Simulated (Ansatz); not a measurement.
Crystal: GeBi3.

```
Bi Ge
1.0
     0.00000    3.86682    3.86682
     3.86682    0.00000    3.86682
     3.86682    3.86682    0.00000
Bi Ge
3 1
Direct
  0.50000 0.50000 0.50000
  0.75000 0.75000 0.75000
  0.25000 0.25000 0.25000
  0.00000 0.00000 0.00000
```

The cell comes from a database or a generator and needn't be the stable form of this composition.

Base run:

```yaml
Program: Ansatz 0.2.0
Functional: PBEsol
Potentials_or_basis: all-electron LAPW, scalar-relativistic
Cutoff: 157 eV (chosen from the basis error)
Basis_error_allowed: 0.002 eV/atom
k_mesh: 6 × 6 × 6
Occupations: methfessel-paxton, width 0.1 eV
Spin: no spin polarisation
```

Its results: pressure -1.8 GPa.

The run is repeated on the same cell with these changes: functional from PBEsol to RPBE; occupations from methfessel-paxton, width 0.1 eV to gaussian, width 0.1 eV. What comes out?

Pressure 2.5 GPa.
